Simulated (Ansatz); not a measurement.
# H6O2Si2Te: the cost of one run

All numbers below are computed with Ansatz 0.2.0 (RKS LDA/def2-SVP).

## 1. Starting point

Bond lengths: O1–Si2 1.684 Å, Si2–O3 1.741 Å, Si2–Si4 2.281 Å, Si4–Te5 2.509 Å, O1–H6 0.970 Å, Si2–H7 1.480 Å, O3–H8 1.001 Å, Si4–H9 1.431 Å, Si4–H10 1.441 Å, Te5–H11 1.721 Å. Angles (14 of 15 angles, heavy atoms first): O1–Si2–O3 110.4°, O1–Si2–Si4 107.4°, O3–Si2–Si4 111.6°, Si2–Si4–Te5 106.4°, O1–Si2–H7 110.1°, O3–Si2–H7 110.2°, Si4–Si2–H7 107.0°, Si2–O1–H6 108.4°, Si2–O3–H8 100.2°, Si2–Si4–H9 110.0°, Si2–Si4–H10 108.1°, Te5–Si4–H9 109.2°, Te5–Si4–H10 107.4°, Si4–Te5–H11 92.6°.

As a file:

```xyz
11

O    -0.6939    2.0175    0.5374
Si   -0.3072    0.8795   -0.6418
O    -1.7119   -0.0579   -1.0631
Si    1.3593   -0.4328    0.1969
Te    0.3991   -1.6064    2.1955
H    -1.1153    1.5581    1.2801
H     0.2355    1.5551   -1.8412
H    -1.3190   -0.6645   -1.7561
H     2.4604    0.3819    0.6124
H     1.6722   -1.4406   -0.7844
H    -0.9137   -2.2469    1.2849
```

## 2. Relaxing end A

input.yaml reads:

```yaml
crystal:
  periodic: [false, false, false]
  atoms:
    - { symbol: O, position_ang: [-0.6939, 2.0175, 0.5374] }
    - { symbol: Si, position_ang: [-0.3072, 0.8795, -0.6418] }
    - { symbol: O, position_ang: [-1.7119, -0.0579, -1.0631] }
    - { symbol: Si, position_ang: [1.3593, -0.4328, 0.1969] }
    - { symbol: Te, position_ang: [0.3991, -1.6064, 2.1955] }
    - { symbol: H, position_ang: [-1.1153, 1.5581, 1.2801] }
    - { symbol: H, position_ang: [0.2355, 1.5551, -1.8412] }
    - { symbol: H, position_ang: [-1.319, -0.6645, -1.7561] }
    - { symbol: H, position_ang: [2.4604, 0.3819, 0.6124] }
    - { symbol: H, position_ang: [1.6722, -1.4406, -0.7844] }
    - { symbol: H, position_ang: [-0.9137, -2.2469, 1.2849] }
basis:
  gaussian: { orbitals: def2-SVP }
hamiltonian:
  xc: lda
relax:
  f_tol: 0.02
  max_steps: 50
```

The run is started by

```console
ansatz run input.yaml --threads 2 --pin off --max-ram 3072MiB --backend cpu --events-out ev --progress --plain --runs-dir out
```

Q: Estimate wall time and peak memory on 2 threads of Arm Neoverse V1, shared host.

About 45 s, with a peak of 0.17 GiB.
